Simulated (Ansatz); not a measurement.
# C2H5NZn: a ladder of functionals and wavefunction methods

One table from this session's results is given with a row withheld; the runs are named, their logs left out.

Computed with Ansatz 0.2.0, Gaussian basis. Level: functionals in def2-TZVPP, the program's frozen cores in correlated methods.

The runs, in order: PBE-D4, r2SCAN-D4, PBE0-D4, B3LYP-D4, ωB97X-V, ωB97M-V, B2PLYP; CCSD(T)/def2-TZVPP; MP2/def2-QZVPP; extrapolation to the limit.

### Structure used throughout

The geometry comes from an earlier relaxation with PBE0-D4 in a triple-zeta def2 set; it is a stationary point, not always the lowest conformer.

9 atoms, charge 0, spin multiplicity 1.

Atoms are counted from 1 here; the program's logs count them from 0.

Bond lengths: C1–N2 1.438 Å, C1–H5 1.093 Å, C1–H6 1.099 Å, C1–H7 1.093 Å, N2–C3 1.257 Å, C3–H8 1.098 Å, C3–H9 1.090 Å. Angles: N2–C1–H5 109.0°, N2–C1–H6 113.6°, N2–C1–H7 109.0°, H5–C1–H6 109.2°, H5–C1–H7 106.8°, H6–C1–H7 109.2°, C1–N2–C3 118.8°, N2–C3–H8 123.2°, N2–C3–H9 119.2°, H8–C3–H9 117.6°.

Set-up of the first run:

File in.yaml:

```yaml
crystal:
  periodic: [false, false, false]
  atoms:
    - {symbol: C, position_ang: [-0.177010, 1.008167, -0.563608]}
    - {symbol: N, position_ang: [0.067954, -0.335612, -0.114061]}
    - {symbol: C, position_ang: [0.136975, -0.558751, 1.120540]}
    - {symbol: Zn, position_ang: [0.443378, -2.882415, -1.676800]}
    - {symbol: H, position_ang: [-1.084086, 1.019095, -1.173430]}
    - {symbol: H, position_ang: [-0.284264, 1.732674, 0.255681]}
    - {symbol: H, position_ang: [0.644123, 1.320683, -1.213871]}
    - {symbol: H, position_ang: [0.019116, 0.225393, 1.880521]}
    - {symbol: H, position_ang: [0.322314, -1.575334, 1.467930]}
basis:
  gaussian: {orbitals: def2-TZVPP}
hamiltonian: {xc: pbe, dispersion: d4}
output: {forces: true, orbitals: {seedname: orbitals}}
```

Run with:

```console
ansatz run in.yaml --threads 4 --pin off --events-out ev --progress --plain --max-ram 10444MiB
```

Steps of the session up to this table: PBE-D4 (GGA); r2SCAN-D4 (meta-GGA); PBE0-D4 (hybrid); B3LYP-D4 (hybrid); ωB97X-V (range-separated); ωB97M-V (range-separated); B2PLYP (double hybrid); CCSD(T) in def2-TZVPP; MP2 in def2-QZVPP.

One table of the session follows, with a row left open; its other results are not shown here.

It belongs to the step «Atomisation energies». 

```
            method  atomisation energy (eV)
            PBE-D4                   32.685
         r2SCAN-D4                   31.701
           PBE0-D4                   31.946
          B3LYP-D4                   31.998
           ωB97X-V                   31.792
           ωB97M-V                   31.854
            B2PLYP                   31.514
     HF/def2-TZVPP                   22.500
    MP2/def2-TZVPP                   31.215
   CCSD/def2-TZVPP                        ?
CCSD(T)/def2-TZVPP                   30.876
           MP2/CBS                   32.019
       CCSD(T)/CBS                   31.680
```

**Question.** Estimate the row for CCSD/def2-TZVPP.

As computed: atomisation energy (eV): 30.370. In the column «atomisation energy (eV)» it lies between HF/def2-TZVPP (22.500) and CCSD(T)/def2-TZVPP (30.876).
